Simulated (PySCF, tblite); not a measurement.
# C₇H₈S: a rotation path, then NMR shifts on frames

Aim: move C₇H₈S (`CSC1=C[C@@H]2C=C[C@H]12`) away from its starting geometry and see how NMR shifts follow the geometry.

Programs: tblite 0.8.0 and PySCF 2.14.0, with density-fitted response routines of our own. Each step states its level of theory. These are calculated values for one molecule in the gas phase, unless marked as measured. Atoms count from 0, in the outputs and in this text.

### Step 1. Starting geometry

16 atoms, charge 0, multiplicity 1; geometry from: GFN2-xTB.

Bonds of the start (Å): C0–S1 1.82, S1–C2 1.74, C2–C3 1.34, C3–C4 1.51, C4–C5 1.51, C5–C6 1.33, C6–C7 1.51, C7–C2 1.51, C7–C4 1.56, C0–H8 1.09, C0–H9 1.09, C0–H10 1.08, C3–H11 1.07, C4–H12 1.08, C5–H13 1.07, C6–H14 1.07, C7–H15 1.08.

### Step 2. The rotation path with GFN2-xTB

The job: settings as JSON, then the geometry in Å.

```
{"job": {"kind": "neb", "xc": "GFN2-xTB", "basis": "xTB", "atoms": [7, 2, 1, 0], "turn": 120}, "charge": 0, "multiplicity": 1}
C      2.897926     0.430841    -0.089132
S      1.818232    -0.950998    -0.562489
C      0.275124    -0.212815    -0.266977
C     -0.161964     0.966680     0.188430
C     -1.618614     0.566079     0.103848
C     -2.117611    -0.213747     1.301100
C     -1.673734    -1.383012     0.851233
C     -1.106952    -0.806229    -0.425125
H      2.723900     0.677911     0.953520
H      2.686127     1.283427    -0.727082
H      3.919779     0.096121    -0.232603
H      0.300905     1.863155     0.551614
H     -2.305909     1.203061    -0.440836
H     -2.610009     0.116192     2.196426
H     -1.652245    -2.386244     1.232014
H     -1.382554    -1.241479    -1.377868
```

Method: GFN2-xTB climbing-image nudged elastic band, gas phase.

On the command line:

```
OMP_NUM_THREADS=1 python probes_run.py task.json out
```

One launch serves the whole session: the jobs run in the order shown.

Log:

```text
image   E - E0 / eV
  0      -0.0000
  1       0.0280
  2       0.0964
  3       0.1640
  4       0.1813
  5       0.1361
  6       0.0704
  7       0.0341
  8       0.0253
```

Run time: 11 s. Hardware: 1 thread, shared host.

The final band, with the dihedral C7–C2–S1–C0:

| image | dihedral (°) | energy (eV) | energy (kcal/mol) |
| --- | --- | --- | --- |
| 0 | -179 | 0.000 | 0.0 |
| 1 | -157 | 0.028 | 0.6 |
| 2 | -135 | 0.096 | 2.2 |
| 3 | -111 | 0.164 | 3.8 |
| 4 | -88 | 0.181 | 4.2 |
| 5 | -65 | 0.136 | 3.1 |
| 6 | -43 | 0.070 | 1.6 |
| 7 | -20 | 0.034 | 0.8 |
| 8 | 2 | 0.025 | 0.6 |

### Step 3. NMR shieldings: image 0, PBE0/pcSseg-1

The job: settings as JSON, then the geometry in Å.

```
{"job": {"kind": "nmr", "xc": "PBE0", "basis": "pcSseg-1", "pop": false}, "charge": 0, "multiplicity": 1}
C      2.897900     0.430800    -0.089100
S      1.818200    -0.951000    -0.562500
C      0.275100    -0.212800    -0.267000
C     -0.162000     0.966700     0.188400
C     -1.618600     0.566100     0.103800
C     -2.117600    -0.213700     1.301100
C     -1.673700    -1.383000     0.851200
C     -1.107000    -0.806200    -0.425100
H      2.723900     0.677900     0.953500
H      2.686100     1.283400    -0.727100
H      3.919800     0.096100    -0.232600
H      0.300900     1.863200     0.551600
H     -2.305900     1.203100    -0.440800
H     -2.610000     0.116200     2.196400
H     -1.652200    -2.386200     1.232000
H     -1.382600    -1.241500    -1.377900
```

With the program's defaults for keys left out, this is: GIAO PBE0/pcSseg-1 NMR shielding, non-relativistic, gas phase.

Log:

```text
coarse grid: 14192 points
cycle   1  E = -669.0217479916  dE =  1.426e+00  |g| = 3.692e-01  |ddm| = 3.850e+00
cycle   2  E = -669.0141752831  dE =  7.573e-03  |g| = 4.207e-01  |ddm| = 8.276e-01
cycle   3  E = -669.0574649578  dE = -4.329e-02  |g| = 8.388e-02  |ddm| = 4.809e-01
cycle   4  E = -669.0589210960  dE = -1.456e-03  |g| = 4.434e-02  |ddm| = 1.442e-01
cycle   5  E = -669.0593862519  dE = -4.652e-04  |g| = 1.370e-02  |ddm| = 5.116e-02
cycle   6  E = -669.0594296708  dE = -4.342e-05  |g| = 3.490e-03  |ddm| = 1.600e-02
cycle   7  E = -669.0594323850  dE = -2.714e-06  |g| = 1.052e-03  |ddm| = 4.002e-03
final grid: 133184 points
cycle   8  E = -669.1117573798  dE = -3.004e-05  |g| = 9.810e-03  |ddm| = 4.441e-02
cycle   9  E = -669.1117389128  dE =  1.847e-05  |g| = 1.303e-02  |ddm| = 2.252e-02
cycle  10  E = -669.1117814379  dE = -4.253e-05  |g| = 1.338e-03  |ddm| = 1.391e-02
cycle  11  E = -669.1117818800  dE = -4.422e-07  |g| = 4.303e-04  |ddm| = 1.877e-03
cycle  12  E = -669.1117819222  dE = -4.222e-08  |g| = 1.302e-04  |ddm| = 4.423e-04
cycle  13  E = -669.1117819261  dE = -3.885e-09  |g| = 3.675e-05  |ddm| = 1.523e-04
cycle  14  E = -669.1117819265  dE = -3.547e-10  |g| = 7.043e-06  |ddm| = 5.149e-05
converged SCF energy = -669.1117819265

GIAO shielding tensors (ppm)
atom      isotropic    diamagn.    paramagn.     s11        s22        s33       span
  0 C      167.068     251.250     -84.181    156.486    159.184    185.535     29.050
  1 S      479.508    1056.145    -576.637    260.284    474.799    703.441    443.157
  2 C       21.437     258.723    -237.286    -81.401      8.681    137.031    218.432
  3 C       52.436     250.235    -197.799    -47.972     47.015    158.264    206.236
  4 C      136.438     252.628    -116.190    109.055    145.436    154.824     45.769
  5 C       32.208     254.397    -222.189    -83.499     25.168    154.955    238.455
  6 C       34.343     252.946    -218.603    -79.425     22.837    159.617    239.042
  7 C      132.627     246.022    -113.395    105.651    142.215    150.015     44.365
  8 H       29.458      30.585      -1.127     24.703     27.576     36.096     11.393
  9 H       29.373      30.328      -0.955     24.792     27.153     36.175     11.383
 10 H       29.589      28.018       1.571     24.687     26.535     37.547     12.860
 11 H       25.577      33.912      -8.335     23.190     24.597     28.944      5.754
 12 H       27.710      31.256      -3.545     25.192     26.493     31.446      6.254
 13 H       24.835      31.294      -6.459     23.122     25.019     26.363      3.241
 14 H       24.751      30.987      -6.236     22.680     25.292     26.282      3.602
 15 H       27.855      30.506      -2.651     25.427     26.905     31.233      5.805
```

Wall time 89 s (1 thread, shared host).

The references, computed at this level on geometries of the same kind, shield at (ppm): 1H TMS 31.72, 13C TMS 186.9, 33S CS2 504. Their shielding less the atom's gives the shift. The references are single molecules in the gas phase. Each atom is listed at this fixed geometry, with no averaging over motion; a spectrum would average atoms that exchange fast.

| atoms | environment | σ (ppm) | δ (ppm) |
| --- | --- | --- | --- |
| C2 | fully substituted alkene carbon | 21.4 | 165.5 |
| C5 | alkene CH | 32.2 | 154.7 |
| C6 | alkene CH | 34.3 | 152.6 |
| C3 | alkene CH | 52.4 | 134.5 |
| C7 | allylic sp3 CH | 132.6 | 54.3 |
| C4 | allylic sp3 CH | 136.4 | 50.5 |
| C0 | methyl carbon bonded to S | 167.1 | 19.9 |
| H14 | hydrogen on an alkene CH | 24.75 | 6.97 |
| H13 | hydrogen on an alkene CH | 24.83 | 6.88 |
| H11 | hydrogen on an alkene CH | 25.58 | 6.14 |
| H12 | hydrogen on an allylic sp3 CH | 27.71 | 4.01 |
| H15 | hydrogen on an allylic sp3 CH | 27.85 | 3.86 |
| H9 | hydrogen on a methyl carbon bonded to S | 29.37 | 2.34 |
| H8 | hydrogen on a methyl carbon bonded to S | 29.46 | 2.26 |
| H10 | hydrogen on a methyl carbon bonded to S | 29.59 | 2.13 |
| S1 | sulfide sulfur | 480 | 24 |

Ring of atoms C2, C3, C4, C7: NICS(0) -2.7, NICS(1) -2.3, NICS(1)zz -1.9 ppm (means of both faces).

Ring of atoms C4, C5, C6, C7: NICS(0) -1.0, NICS(1) -2.2, NICS(1)zz -2.4 ppm (means of both faces).

Orbitals, density, ELF and potential are computed afterwards from the orbital file.

Frontier orbitals at PBE0/pcSseg-1, with the share of their density that lies nearest to each atom:

| orbital | energy (eV) | lies on |
| --- | --- | --- |
| HOMO | -6.02 | S1 43 %; C3 26 %; C2 11 % |
| LUMO | -0.27 | C2, C5, C6 about 17 % each; C3 13 %; S1 6 % |

ELF in a plane through or near 5 of the atoms.

Ten even steps from '0' (0.00) to '9' (0.99):
```
0000000000000000000000000000
0000000000000000000000000000
0000000000000000000000000000
0000000000013100000000000000
0000000000179610000000000000
0000000000199941122000000000
0000004640189865555100000000
0000019991047239546100000000
0000029994017327127432000000
0000127983027852654444100000
0001687466351655541465100000
0004998577376287475666100000
0001894161817455886553000000
0000110152424012444321000000
0000000168884000011100000000
0000000148983000000000000000
0000000025652000000000000000
0000000000100000000000000000
0000000000000000000000000000
0000000000000000000000000000
```
The map spans 13.0 Å across and 9.0 Å up, centred on the molecule. Atoms in the plane (x, y in Å): S1 (-1.7, -1.4), C2 (-0.3, -0.3), C3 (0.0, 1.0), C4 (1.4, 0.8), H9 (-3.0, 0.6).

On the surface of density 0.002 e/bohr³ the electrostatic potential runs, from the 1st to the 99th percentile, from -0.89 V near S1 to 0.89 V near H10.

### Step 4. Nuclear shieldings: image 2, PBE0/pcSseg-1

The job: settings as JSON, then the geometry in Å.

```
{"job": {"kind": "nmr", "xc": "PBE0", "basis": "pcSseg-1", "pop": false}, "charge": 0, "multiplicity": 1}
C      2.788900     0.224500     0.154200
S      1.752000    -0.602600    -1.092800
C      0.179700    -0.008800    -0.620300
C     -0.342800     1.147500    -0.198300
C     -1.716700     0.555600     0.025600
C     -1.867100    -0.140000     1.362300
C     -1.333100    -1.281700     0.942400
C     -1.106400    -0.788600    -0.469800
H      2.506200    -0.150800     1.133300
H      2.659300     1.300000     0.102100
H      3.816100    -0.043000    -0.070800
H      0.043100     2.126100     0.011900
H     -2.583500     1.031600    -0.417800
H     -2.246800     0.228900     2.296500
H     -1.081400    -2.218500     1.402000
H     -1.475300    -1.371300    -1.304400
```

With the program's defaults for keys left out, this is: GIAO PBE0/pcSseg-1 NMR shielding, non-relativistic, gas phase.

Log:

```text
coarse grid: 14192 points
cycle   1  E = -669.0180298075  dE =  1.413e+00  |g| = 3.584e-01  |ddm| = 3.834e+00
cycle   2  E = -669.0161295749  dE =  1.900e-03  |g| = 3.859e-01  |ddm| = 7.904e-01
cycle   3  E = -669.0524918802  dE = -3.636e-02  |g| = 7.021e-02  |ddm| = 4.268e-01
cycle   4  E = -669.0534289280  dE = -9.370e-04  |g| = 3.995e-02  |ddm| = 1.249e-01
cycle   5  E = -669.0537971395  dE = -3.682e-04  |g| = 1.429e-02  |ddm| = 4.882e-02
cycle   6  E = -669.0538451928  dE = -4.805e-05  |g| = 3.203e-03  |ddm| = 1.662e-02
cycle   7  E = -669.0538473436  dE = -2.151e-06  |g| = 1.084e-03  |ddm| = 3.686e-03
final grid: 133184 points
cycle   8  E = -669.1067278554  dE = -3.152e-05  |g| = 9.790e-03  |ddm| = 4.319e-02
cycle   9  E = -669.1067107797  dE =  1.708e-05  |g| = 1.285e-02  |ddm| = 2.220e-02
cycle  10  E = -669.1067519134  dE = -4.113e-05  |g| = 1.038e-03  |ddm| = 1.345e-02
cycle  11  E = -669.1067521469  dE = -2.335e-07  |g| = 4.638e-04  |ddm| = 1.505e-03
cycle  12  E = -669.1067521988  dE = -5.184e-08  |g| = 1.149e-04  |ddm| = 4.974e-04
cycle  13  E = -669.1067522016  dE = -2.799e-09  |g| = 4.154e-05  |ddm| = 1.406e-04
cycle  14  E = -669.1067522020  dE = -4.318e-10  |g| = 8.911e-06  |ddm| = 5.533e-05
converged SCF energy = -669.1067522020

GIAO shielding tensors (ppm)
atom      isotropic    diamagn.    paramagn.     s11        s22        s33       span
  0 C      162.528     250.188     -87.659    140.687    161.147    185.751     45.064
  1 S      515.591    1055.853    -540.262    326.693    467.243    752.838    426.145
  2 C       20.703     257.144    -236.441    -84.216      9.321    137.004    221.220
  3 C       36.685     249.948    -213.263    -76.285     29.742    156.597    232.882
  4 C      135.136     255.169    -120.033    106.907    144.892    153.609     46.703
  5 C       31.218     254.082    -222.863    -86.445     23.044    157.055    243.500
  6 C       32.992     252.010    -219.017    -81.347     19.935    160.389    241.736
  7 C      129.528     247.673    -118.145    106.127    135.377    147.079     40.952
  8 H       29.301      30.042      -0.742     23.891     28.319     35.692     11.801
  9 H       29.223      30.159      -0.936     24.360     27.732     35.577     11.218
 10 H       29.854      28.105       1.750     25.105     26.572     37.886     12.782
 11 H       24.918      33.185      -8.267     21.893     24.340     28.522      6.629
 12 H       27.592      31.522      -3.930     25.410     26.251     31.116      5.706
 13 H       24.741      31.492      -6.751     22.655     24.955     26.615      3.960
 14 H       24.642      31.032      -6.389     22.244     25.168     26.515      4.270
 15 H       27.888      30.847      -2.959     25.595     26.947     31.123      5.528
```

Wall time 64 s (1 thread, shared host).

Key values: δ C2 166.2, C5 155.7, C6 153.9, C3 150.2, H14 7.07, H13 6.98 ppm.

(Part 1 of 2 ends here.)
